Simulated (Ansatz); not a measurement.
Crystal: AlIn.

```
Al In
1.0
     3.05413    0.00000    0.00000
    -1.52707    2.64496    0.00000
     0.00000    0.00000    5.82802
Al In
1 1
Direct
  0.00000 0.00000 0.00000
  0.00000 0.00000 0.50000
```

The cell was built by a generator and needn't be a form met in nature.

Program: Ansatz 0.2.0. Alike in all runs: task band structure; potentials or basis Ansatz PAW; no spin polarisation; cell as given; cutoff (eV) 420; smearing fermi-dirac 0.05 eV.

Q: Order these runs on this cell by their pressure, lowest first.
A. level PBE; k mesh 10 × 10 × 5; mesh quality not flagged
B. level BLYP; k mesh 6 × 6 × 3; mesh quality coarse
C. level LDA; k mesh 6 × 6 × 3; mesh quality coarse

A: C (-3.4 GPa), A (-0.1 GPa), B (4.3 GPa).

Caveats: some runs use coarse meshes; the PAW data sets come from PBE, with cores solved anew for the run's functional, which leaves a small shift of forces and pressure (some runs).
